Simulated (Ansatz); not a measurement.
# AsH₃O (triplet): the correlation ladder, cc-pVDZ

An exercise on one series of results from a longer session: the logs are not shown, and one member is left open.

Program: Ansatz 0.2.0, Gaussian basis. Level of theory: cc-pVDZ, core rule «outside noble gas», up to 15 orbitals frozen. These are calculated values, not measurements.

The runs, in order: UHF; CCSD(T) on ROHF; CCSD(T) on UHF; BCCD(T) on ROHF; CISD; CCSDT(Q) on ROHF; CCSDT(Q) on UHF.

16 further runs of the same task are left out: 5 for a known fault of the program, 4 that didn't finish, 7 set aside as unsound or not needed.

## What is computed

The geometry is a PBE0/def2-TZVP stationary point (not a proven minimum) of the parent state, kept for this charge and spin. No spin-orbit coupling is included. The filled d shell of As may be among the frozen orbitals whatever the setting's name suggests; the logs give the count.

5 atoms, charge 0, spin multiplicity 3.

Atoms are counted from 1 here; the program's logs count them from 0.

Bond lengths: O1–As2 1.802 Å, O1–H3 0.960 Å, As2–H4 1.528 Å, As2–H5 1.528 Å. Angles: As2–O1–H3 107.7°, O1–As2–H4 95.9°, O1–As2–H5 95.9°, H4–As2–H5 91.3°.

The first run:

Input file in.yaml:

```yaml
crystal:
  periodic: [false, false, false]
  atoms:
    - {symbol: O, position_ang: [0.000000, 0.168214, 1.466234]}
    - {symbol: As, position_ang: [0.000000, -0.052729, -0.321929]}
    - {symbol: H, position_ang: [0.000000, -0.703437, 1.868656]}
    - {symbol: H, position_ang: [1.092352, 0.976364, -0.606637]}
    - {symbol: H, position_ang: [-1.092352, 0.976364, -0.606637]}
basis:
  gaussian: {orbitals: cc-pVDZ}
magnetization: {spin_polarized: true, initial_magnetization: 2}
hamiltonian: {xc: hf}
output: {orbitals: {seedname: orbitals}}
```

Run with:

```console
ansatz run in.yaml --threads 1 --pin off --events-out ev --progress --plain --max-ram 2393MiB
```

Among the steps run: UHF; CCSD(T) on ROHF; CCSD(T) on UHF; BCCD(T) on ROHF; CISD; CCSDT(Q) on ROHF; CCSDT(Q) on UHF.

One table of the session follows, with a row left open; its other results are not shown here.

```
   method  from UCCSDT(Q) (kJ/mol)
     ROHF                   +886.5
      UHF                   +868.5
     RMP2                    +87.1
     UMP2                    +93.7
     CISD                   +100.0
    RCCSD                    +28.1
    UCCSD                        ?
 RCCSD(T)                     +5.4
 UCCSD(T)                     +5.2
  BCCD(T)                     +5.3
   RCCSDT                     +2.9
   UCCSDT                     +2.5
RCCSDT(Q)                     +0.6
UCCSDT(Q)                        0
```

**Question.** Estimate the row for UCCSD.

The run gave: from UCCSDT(Q) (kJ/mol): +27.0. In the column «from UCCSDT(Q) (kJ/mol)» it lies between RCCSD(T) (+5.4) and RCCSD (+28.1).

Limits of these values: Restricted and unrestricted rows rest on different reference determinants; where their highest levels disagree by more than a few hundredths of an eV, they describe different states and don't form one ladder.
